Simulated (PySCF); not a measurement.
**From one method to the next for Rb³⁺ (triplet)**

Aim: see what other levels and later steps give for Rb³⁺ (triplet).

Program: PySCF 2.14.0. Level of theory: method and basis as typed in the scripts. These are calculated values, not measurements.

3 further runs of the same task are left out: 1 for a known fault of the program, 2 that didn't finish.

### 1 The atom

Rb³⁺ (triplet): 1 atom, charge 3, spin multiplicity 3.

### 2 The base run

File input.py:

```python
from pyscf import gto, dft

mol = gto.M(
    atom='Rb 0 0 0',
    basis='jorge-dzp-dkh',
    charge=3,
    spin=2,
    symmetry=True,
    verbose=4,
)
mf = dft.UKS(mol, xc='m062x')
mf = mf.sfx2c1e()
mf.kernel()
mf.analyze()
print('orbital energies (hartree):', [e[max(0, n-3):n+3].round(4) for e, n in zip(mf.mo_energy, mol.nelec)])
```

Started as:

```console
> OMP_NUM_THREADS=1 python input.py
```

### 3 Wb97

Edit 1 changes functional: m062x → wb97.

Changes to input.py since step 2:

```diff
@@ -10,3 +10,3 @@
 )
-mf = dft.UKS(mol, xc='m062x')
+mf = dft.UKS(mol, xc='wb97')
 mf = mf.sfx2c1e()
```

### 4 Bhandhlyp

Edit 2 changes functional: m062x → bhandhlyp.

Changes to input.py since step 2:

```diff
@@ -10,3 +10,3 @@
 )
-mf = dft.UKS(mol, xc='m062x')
+mf = dft.UKS(mol, xc='bhandhlyp')
 mf = mf.sfx2c1e()
```

### 5 TDA

Edit 3 changes step after the SCF: analyze → tda; number of roots: none → 5.

Changes to input.py since step 2:

```diff
@@ -1,2 +1,2 @@
-from pyscf import gto, dft
+from pyscf import gto, dft, tdscf
 
@@ -13,3 +13,7 @@
 mf.kernel()
-mf.analyze()
+td = tdscf.TDA(mf)
+td.nstates = 5
+td.kernel()
+td.analyze()
+mf.dip_moment()
 print('orbital energies (hartree):', [e[max(0, n-3):n+3].round(4) for e, n in zip(mf.mo_energy, mol.nelec)])
```

### 6 TDA

Edit 4 changes step after the SCF: analyze → tda; number of roots: none → 6.

Changes to input.py since step 2:

```diff
@@ -1,2 +1,2 @@
-from pyscf import gto, dft
+from pyscf import gto, dft, tdscf
 
@@ -13,3 +13,7 @@
 mf.kernel()
-mf.analyze()
+td = tdscf.TDA(mf)
+td.nstates = 6
+td.kernel()
+td.analyze()
+mf.dip_moment()
 print('orbital energies (hartree):', [e[max(0, n-3):n+3].round(4) for e, n in zip(mf.mo_energy, mol.nelec)])
```

What does the calculation give? Wanted: for each run, E(SCF); from base; gap, α spin; after the SCF.

As calculated:

| run | E(SCF) (hartree) | from base (eV) | cycles | gap, α spin (eV) | after the SCF |
| --- | --- | --- | --- | --- | --- |
| base | -2978.248055 | 0 | 6 | 30.74 | n/a |
| wb97 | -2978.287428 | not comparable | 6 | 33.91 | n/a |
| bhandhlyp | -2978.040896 | not comparable | 6 | 30.95 | n/a |
| TDA | -2978.248055 | 0.0000 | 6 | 30.74 | lowest root found 0.09 eV |
| TDA | -2978.248055 | 0.0000 | 6 | 30.74 | lowest root found 0.09 eV |

What this shows: The α-spin gap between the frontier levels is 31.0 eV with bhandhlyp (50 % exact exchange) and 30.7 eV with m062x (54 %). A lower total energy from another functional means nothing by itself. The dearest run is “TDA”, at 20 s against 1.7 s.
